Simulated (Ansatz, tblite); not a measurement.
**In(NH3)F3 (F₃H₃InN): which spin state is lowest**

Is the singlet the ground state of In(NH3)F3 (F₃H₃InN)? Other spin states are computed and compared level by level.

Program: Ansatz 0.2.0, Gaussian basis. Level of theory: as each input shows. These are calculated values, not measurements.

The runs, in order: triplet, at the geometry of the singlet (GFN1-xTB, GFN2-xTB, PBE0-D4/def2-TZVP, PBE-D4/def2-TZVP, r2SCAN-D4/def2-TZVP); the singlet's energies come from earlier runs.

2 further runs of the same task are left out: 2 set aside as unsound or not needed.

**1. The geometry**

The singlet was relaxed beforehand with PBE0-D4/def2-SVP.

8 atoms, charge 0, spin multiplicity 1.

Bond lengths: In1–N2 2.283 Å, In1–F6 1.957 Å, In1–F7 1.957 Å, In1–F8 1.957 Å, N2–H3 1.021 Å, N2–H4 1.021 Å, N2–H5 1.021 Å. Angles: N2–In1–F6 97.2°, N2–In1–F7 97.3°, N2–In1–F8 97.2°, F6–In1–F7 118.4°, F6–In1–F8 118.4°, F7–In1–F8 118.4°, In1–N2–H3 110.5°, In1–N2–H4 110.5°, In1–N2–H5 110.4°, H3–N2–H4 108.5°, H3–N2–H5 108.5°, H4–N2–H5 108.5°.

In takes a core potential in the def2 sets. No spin-orbit coupling is included.

**2. Triplet at the fixed geometry, GFN1-xTB**

Tight binding, by tblite at 300 K electronic temperature and without a spin-polarisation term:

```python
tblite.interface.Calculator('GFN1-xTB', numbers, positions, charge=0, uhf=2).singlepoint()
```

Energy -590.1910 eV; 0.009 s.

**3. Triplet at the fixed geometry, GFN2-xTB**

Tight binding, by tblite at 300 K electronic temperature and without a spin-polarisation term:

```python
tblite.interface.Calculator('GFN2-xTB', numbers, positions, charge=0, uhf=2).singlepoint()
```

Energy -539.5207 eV; 0.007 s.

**4. Triplet at the fixed geometry, PBE0-D4/def2-TZVP**

Contents of in.yaml:

```yaml
crystal:
  periodic: [false, false, false]
  atoms:
    - {symbol: In, position_ang: [-0.002756, 0.003534, -1.182443]}
    - {symbol: N, position_ang: [0.002402, -0.002887, 1.100373]}
    - {symbol: H, position_ang: [-0.624114, 0.717662, 1.461692]}
    - {symbol: H, position_ang: [0.942254, 0.178312, 1.455525]}
    - {symbol: H, position_ang: [-0.308034, -0.908521, 1.454986]}
    - {symbol: F, position_ang: [1.905682, 0.357474, -1.432459]}
    - {symbol: F, position_ang: [-1.263720, 1.480229, -1.425519]}
    - {symbol: F, position_ang: [-0.651706, -1.825804, -1.432155]}
basis:
  gaussian: {orbitals: def2-TZVP}
magnetization: {spin_polarized: true, initial_magnetization: 2}
hamiltonian: {xc: pbe0, dispersion: d4}
scf: {omitted_lower_state_checks: [starts]}
output: {orbitals: {seedname: orbitals}}
```

The run is started by

```
$ ansatz run in.yaml --threads 4 --pin off --events-out ev --progress --plain --max-ram 3916MiB
```

Log:

```text
Functional definition: PBE0
  name "PBE0"
  cite "Adamo & Barone, J. Chem. Phys. 110, 6158 (1999) doi:10.1063/1.478522"
  cite "Perdew, Burke & Ernzerhof, Phys. Rev. Lett. 77, 3865 (1996) doi:10.1103/PhysRevLett.77.3865"
  parent pbe
  parameter a = 0.25
  parameter kappa = 0.804
  parameter beta = 0.06672455060314922
  exchange = (1 - a)*pbe_x(kappa = kappa, mu = beta*pi^2/3) + a*exact_x
  correlation = pbe_c(beta = beta)
these checks for a lower state are left out or cut short: starts
1236 factors; their error is unknown
mean field evaluation 1: about -14847.6147 eV, gradient 4.9e1 eV
mean field evaluation 2: about -14837.1387 eV, gradient 7.4e1 eV
mean field evaluation 4: about -14855.0174 eV, gradient 1.1e1 eV
mean field evaluation 8: about -14855.4551 eV, gradient 6.5e-1 eV
mean field evaluation 16: about -14855.5375 eV, gradient 5.5e-2 eV
mean field evaluation 32: about -14855.5380 eV, gradient 1.7e-3 eV
mean field -14855.53801360 eV, -545.9309525546 hartree, gradient 8.6e-6 eV, S^2 2.009007; 0 other end points of the search recorded, 0 dependent functions left out
reference -14855.53805900 eV, -545.9309542230 hartree; 30, 28 occupied and 162, 164 virtual orbitals, 1236 factors
Total energy: -14855.64629394 eV, -545.9349317837 hartree
Checks for a lower state left out: starts
```

Run time: 24 s. Hardware: 4 threads of Arm Neoverse N1, shared host; peak memory 0.85 GiB.

From the report: HOMO -3.97 eV, LUMO -8.17 eV (over both spins; with the spin held, an empty level of the minority spin lies below the top filled one); ⟨S²⟩ 2.009 (pure: 2.00).

**5. Triplet at the fixed geometry, PBE-D4/def2-TZVP**

start.molden holds the orbitals of an earlier run on this state, given as this run's starting guess.

Edit in.yaml of step 4 so:

```diff
@@ -12,5 +12,5 @@
 basis:
-  gaussian: {orbitals: def2-TZVP}
+  gaussian: {orbitals: def2-TZVP, initial_orbitals: start.molden}
 magnetization: {spin_polarized: true, initial_magnetization: 2}
-hamiltonian: {xc: pbe0, dispersion: d4}
+hamiltonian: {xc: pbe, dispersion: d4}
 scf: {omitted_lower_state_checks: [starts]}
```

Launched as before.

Log:

```text
Functional definition: PBE
  name "PBE"
  cite "Perdew, Burke & Ernzerhof, Phys. Rev. Lett. 77, 3865 (1996) doi:10.1103/PhysRevLett.77.3865"
  parent pbe
  parameter kappa = 0.804
  parameter beta = 0.06672455060314922
  exchange = pbe_x(kappa = kappa, mu = beta*pi^2/3)
  correlation = pbe_c(beta = beta)
these checks for a lower state are left out or cut short: starts
1143 factors; their error is unknown
mean field evaluation 1: about -14856.3367 eV, gradient 7.8e0 eV
mean field evaluation 2: about -14856.5113 eV, gradient 2.6e-1 eV
mean field evaluation 4: about -14856.5043 eV, gradient 1.7e-1 eV
mean field evaluation 8: about -14856.5037 eV, gradient 1.5e-1 eV
mean field evaluation 16: about -14856.5076 eV, gradient 8.0e-3 eV
mean field -14856.50757303 eV, -545.9665832065 hartree, gradient 2.6e-6 eV, S^2 2.002200; 0 other end points of the search recorded, 0 dependent functions left out
reference -14856.50763883 eV, -545.9665856244 hartree; 30, 28 occupied and 162, 164 virtual orbitals, 1143 factors
Total energy: -14856.63481209 eV, -545.9712591554 hartree
Checks for a lower state left out: starts
```

Run time: 17 s. Hardware: 4 threads of Arm Neoverse N1, shared host.

HOMO -3.16 eV, LUMO -8.54 eV (over both spins; with the spin held, an empty level of the minority spin lies below the top filled one); ⟨S²⟩ 2.002 (pure: 2.00).

**6. Triplet at the fixed geometry, r2SCAN-D4/def2-TZVP**

Edit in.yaml of step 5 so:

```diff
@@ -14,3 +14,3 @@
 magnetization: {spin_polarized: true, initial_magnetization: 2}
-hamiltonian: {xc: pbe, dispersion: d4}
+hamiltonian: {xc: r2scan, dispersion: d4}
 scf: {omitted_lower_state_checks: [starts]}
```

Launched as before.

Log:

```text
Functional definition: r2SCAN
  name "r2SCAN"
  cite "Furness, Kaplan, Ning, Perdew & Sun, J. Phys. Chem. Lett. 11, 8208 (2020) doi:10.1021/acs.jpclett.0c02405"
  cite "Furness, Kaplan, Ning, Perdew & Sun, J. Phys. Chem. Lett. 11, 9248 (2020) doi:10.1021/acs.jpclett.0c03077"
  parent r2scan
  parameter k0 = 0.174
  parameter k1 = 0.065
  parameter a1 = 4.9479
  exchange = r2scan_x(k0 = k0, k1 = k1, a1 = a1)
  correlation = r2scan_c
these checks for a lower state are left out or cut short: starts
1143 factors; their error is unknown
mean field evaluation 1: about -14863.4496 eV, gradient 4.3e0 eV
mean field evaluation 2: about -14863.5038 eV, gradient 9.7e-2 eV
mean field evaluation 4: about -14863.5001 eV, gradient 4.6e-2 eV
mean field evaluation 8: about -14863.5001 eV, gradient 2.8e-5 eV
mean field evaluation 16: about -14863.5001 eV, gradient 9.9e-6 eV
mean field -14863.50012285 eV, -546.2235546723 hartree, gradient 9.9e-6 eV, S^2 2.005562; 0 other end points of the search recorded, 0 dependent functions left out
reference -14863.50014705 eV, -546.2235555620 hartree; 30, 28 occupied and 162, 164 virtual orbitals, 1143 factors
Total energy: -14863.53110648 eV, -546.2246933000 hartree
Checks for a lower state left out: starts
```

Run time: 27 s. Hardware: 4 threads of Arm Neoverse N1, shared host.

Report: HOMO -3.24 eV, LUMO -8.62 eV (over both spins; with the spin held, an empty level of the minority spin lies below the top filled one); ⟨S²⟩ 2.006 (pure: 2.00).

**7. Triplet less singlet, vertical**

The singlet's energies are those of its earlier runs, whose logs aren't repeated here.

```tsv
level	triplet less singlet, vertical (eV)	time
GFN1-xTB	+4.305	0.016 s
GFN2-xTB	+3.988	0.012 s
PBE-D4/def2-TZVP	+5.334	19 s
r2SCAN-D4/def2-TZVP	+5.685	33 s
PBE0-D4/def2-TZVP	+6.194	28 s
```

Times add the two runs; a level without a time comes out of a correlated run. Tight binding without a spin term can't rank spin states.

**8. Summary of results**

```
                                                quantity                                   value
triplet less singlet, vertical, functionals in def2-TZVP  +5.334 (PBE-D4) to +6.194 eV (PBE0-D4)
```

All functionals put the triplet above the singlet, over a spread of 0.860 eV. The checks for a lower triplet were left out, so another state of that spin may lie lower. These are electronic energies, without zero-point motion, entropy or surroundings.
